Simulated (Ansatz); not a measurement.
Crystal: TaVN2.

```
Ta V N
1.0
     3.04987    0.00000    0.00000
     0.00000    3.04987    0.00000
     0.00000    0.00000    4.29606
Ta V N
1 1 2
Direct
  0.00000 0.00000 0.00000
  0.50000 0.50000 0.50000
  0.50000 0.50000 0.00000
  0.00000 0.00000 0.50000
```

The cell comes from a database or a generator and needn't be the stable form of this composition.

Base run:

* Program: Ansatz 0.2.0
* Functional: PBEsol
* Potentials or basis: Ansatz PAW
* Cutoff: 420 eV (not typed: the program's choice for these potentials)
* k mesh: 7 × 7 × 5
* Occupations: fermi-dirac, width 0.05 eV
* Spin: collinear spin, ferromagnetic start
* Starting moments: [0.0, 1.0, 0.0, 0.0] μB
* Fixed moment: 1 μB

Its results: pressure -10.5 GPa; site moments Ta -0.03; V +0.82; N +0.02 μB.

Task: The run is repeated on the same cell with these changes: fixed moment from 1 μB to 4 μB; moments at the start from [0.0, 1.0, 0.0, 0.0] to [0.0, 4.0, 0.0, 0.0]. What comes out?

Result: Pressure 9.1 GPa; site moments Ta +0.46; V +1.97; N +0.18, +0.17 μB.

Caveats: the total moment is fixed, so each spin has its own Fermi level; the PAW data sets come from PBE, with cores solved anew for the run's functional, which leaves a small shift of forces and pressure; the thresholds are loose for stress.
